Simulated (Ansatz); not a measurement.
# AlB2H8NSi: one species, many methods

How much do the methods differ for AlB2H8NSi? The plan is to run it at one geometry with functionals of several rungs and with coupled cluster. The yardstick is the atomisation energy at the CCSD(T) limit.

Computed with Ansatz 0.2.0, Gaussian basis. Level: functionals in def2-TZVPP, the program's frozen cores in correlated methods.

The runs, in order: LDA (SPW92), PBE-D4, revPBE-D4, BLYP-D4, r2SCAN-D4, B97M-V, PBE0-D4, B3LYP-D4, r2SCANh-D4, r2SCAN0-D4, HSE06-D4, BHLYP-D4, CAM-B3LYP-D4, LC-ωPBE, ωB97X-V, ωB97M-V, B2PLYP, PBE-QIDH; CCSD(T)/def2-SVP; CCSD(T)/def2-TZVPP; MP2/def2-QZVPP; extrapolation to the limit; RPA on PBE.

### 1 The relaxed structure

All runs share one geometry, relaxed beforehand with PBE0-D4 in a triple-zeta def2 set.

13 atoms, charge 0, spin multiplicity 1.

Atoms are counted from 1 here; the program's logs count them from 0.

Bond lengths: B1–B2 1.634 Å, B1–Al4 2.253 Å, B1–H6 1.196 Å, B1–H7 1.228 Å, B2–Si3 1.869 Å, B2–Al4 2.223 Å, B2–H8 1.189 Å, Si3–H9 1.482 Å, Si3–H10 1.488 Å, Al4–N5 1.765 Å, Al4–H11 1.579 Å, N5–H12 1.007 Å, N5–H13 1.007 Å. Angles: B2–B1–Al4 67.6°, B2–B1–H6 121.7°, B2–B1–H7 124.9°, Al4–B1–H6 132.9°, Al4–B1–H7 70.6°, H6–B1–H7 112.9°, B1–B2–Si3 85.6°, B1–B2–Al4 69.6°, B1–B2–H8 129.2°, Si3–B2–Al4 94.9°, Si3–B2–H8 126.9°, Al4–B2–H8 131.6°, B2–Si3–H9 126.2°, B2–Si3–H10 124.0°, H9–Si3–H10 109.1°, B1–Al4–B2 42.8°, B1–Al4–N5 112.8°, B1–Al4–H11 120.2° and more.

### 2 LDA

This LDA is Slater exchange with PW92 correlation.

Contents of in.yaml:

```yaml
crystal:
  periodic: [false, false, false]
  atoms:
    - {symbol: B, position_ang: [-0.537733, -1.034782, -0.552770]}
    - {symbol: B, position_ang: [0.959835, -0.399918, -0.705267]}
    - {symbol: Si, position_ang: [1.413194, -1.493986, 0.740215]}
    - {symbol: Al, position_ang: [-0.341174, 0.956598, 0.481629]}
    - {symbol: N, position_ang: [-1.018306, 2.286274, -0.460916]}
    - {symbol: H, position_ang: [-1.165004, -1.401081, -1.502468]}
    - {symbol: H, position_ang: [-1.192158, -1.048399, 0.486552]}
    - {symbol: H, position_ang: [1.600624, -0.216681, -1.689367]}
    - {symbol: H, position_ang: [0.689404, -1.584750, 2.030020]}
    - {symbol: H, position_ang: [2.437301, -2.572318, 0.679405]}
    - {symbol: H, position_ang: [-0.364792, 1.038759, 2.057892]}
    - {symbol: H, position_ang: [-1.039148, 2.307373, -1.467853]}
    - {symbol: H, position_ang: [-1.421443, 3.128312, -0.082274]}
basis:
  gaussian: {orbitals: def2-TZVPP}
hamiltonian: {xc: lda}
output: {orbitals: {seedname: orbitals}}
```

On the command line:

```sh
> ansatz run in.yaml --threads 4 --pin off --events-out ev --progress --plain --max-ram 10444MiB
```

The runs that follow: PBE-D4 (GGA); revPBE-D4 (GGA); BLYP-D4 (GGA); r2SCAN-D4 (meta-GGA); B97M-V (meta-GGA); PBE0-D4 (hybrid); B3LYP-D4 (hybrid); r2SCANh-D4 (hybrid); r2SCAN0-D4 (hybrid); HSE06-D4 (hybrid); BHLYP-D4 (hybrid); CAM-B3LYP-D4 (range-separated); LC-ωPBE (range-separated); ωB97X-V (range-separated); ωB97M-V (range-separated); B2PLYP (double hybrid); PBE-QIDH (double hybrid); CCSD(T) in def2-SVP; CCSD(T) in def2-TZVPP; MP2 in def2-QZVPP; RPA on PBE orbitals.

Before running them: what should the planned runs give, taken together? Wanted: atomisation energy, CCSD(T)/CBS; farthest beyond LDA; mean size of error, GGA; mean size of error, meta-GGA; mean size of error, hybrid; mean size of error, range-separated; mean size of error, double hybrid; gap, smallest and largest; T1 diagnostic.

**Answer**, as computed:

| quantity | value |
| --- | --- |
| atomisation energy, CCSD(T)/CBS | 4106.7 kJ/mol |
| functionals within 20.5 kJ/mol (0.5 %) | revPBE-D4, BLYP-D4, PBE0-D4, B3LYP-D4, r2SCAN0-D4, HSE06-D4, LC-ωPBE, PBE-QIDH |
| farthest beyond LDA | B97M-V (+73.7 kJ/mol) |
| mean size of error, GGA | 30.7 kJ/mol |
| mean size of error, meta-GGA | 62.4 kJ/mol |
| mean size of error, hybrid | 25.4 kJ/mol |
| mean size of error, range-separated | 22.6 kJ/mol |
| mean size of error, double hybrid | 28.6 kJ/mol |
| gap, smallest and largest | 2.96 eV (LDA (SPW92)), 9.33 eV (LC-ωPBE) |
| T1 diagnostic | 0.0140 |
| triples share of the correlation energy | 4.3 % |

The LDA atomisation energy is off by 547.6 kJ/mol (13 %): it overbinds. PBE-D4 is off by +65.0 kJ/mol. Double hybrids carry the basis error of their MP2 part in triple zeta, and no dispersion term here, so their miss is partly the set-up's. By mean error the best rung here is range-separated (22.6 kJ/mol) and the worst beyond LDA is meta-GGA (62.4 kJ/mol). The gap between the best rungs is small, so their order is not settled. The reference freezes the cores and leaves out relativity and excitations past (T), so misses under about 20.5 kJ/mol can't be ranked. Hartree-Fock recovers 73 % of the binding; the rest is correlation. CCSD(T) in def2-SVP is off by -239.6 kJ/mol, which most functionals beat. The gap grows from 3.0 to 9.3 eV across the functionals, mostly with the share of exact exchange.
